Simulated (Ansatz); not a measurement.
# WCl+ (triplet): wave-function methods side by side, def2-QZVPP

An exercise on one series of results from a longer session: the logs are not shown, and one member is left open.

Computed with Ansatz 0.2.0, Gaussian basis. Level: def2-QZVPP, core rule «outside noble gas», up to 9 orbitals frozen.

The runs, in order: UHF; ROHF; CCSD(T) on UHF.

## What is computed

The geometry is a PBE0/def2-TZVP stationary point (not a proven minimum) of the parent state, kept for this charge and spin. No spin-orbit coupling is included. Elements past krypton take def2 core potentials.

2 atoms, charge 1, spin multiplicity 3.

Atoms are counted from 1 here; the program's logs count them from 0.

Bond lengths: W1–Cl2 2.233 Å.

Geometry (Å):

```
W     0.00000    0.00000    0.00000
Cl    0.00000    0.00000    2.23300
```

Set-up of the first run:

in.yaml

```yaml
crystal:
  periodic: [false, false, false]
  atoms:
    - {symbol: W, position_ang: [0.000000, 0.000000, 0.000000]}
    - {symbol: Cl, position_ang: [0.000000, 0.000000, 2.233000]}
basis:
  gaussian: {orbitals: "def2-QZVPP.json"}
total_charge: 1
magnetization: {spin_polarized: true, initial_magnetization: 2}
hamiltonian: {xc: hf}
output: {orbitals: {seedname: orbitals}}
```

Started as:

```bash
$ ansatz run in.yaml --threads 1 --pin off --events-out ev --progress --plain --max-ram 2560MiB --backend cpu
```

Steps of the session up to this table: UHF; ROHF; CCSD(T) on UHF.

One table of the session follows, with a row left open; its other results are not shown here.

It belongs to the step «Misses and costs». 

```
  method  from UCCSD(T) (meV)
    ROHF             +10925.9
    UMP2                    ?
   UCCSD               +981.6
UCCSD(T)                    0
```

**Question.** Estimate the row for UMP2.

**Answer.** from UCCSD(T) (meV): +2080.1. In the column «from UCCSD(T) (meV)» it lies between UCCSD (+981.6) and ROHF (+10925.9).

Left out of the table: UHF (another determinant or state than the rows shown).

The program flags UCCSD(T) as in doubt (see the logs), so the zero of the table is itself unsure.

To keep in mind: The determinant is far from a pure spin state, so its energy mixes those of several spin states (harmless only where they are near-degenerate, as at dissociation). The program flags UCCSD(T) as in doubt, so the zero of the table is itself unsure. Warnings: spin contamination; coupled cluster took another determinant than the lowest.
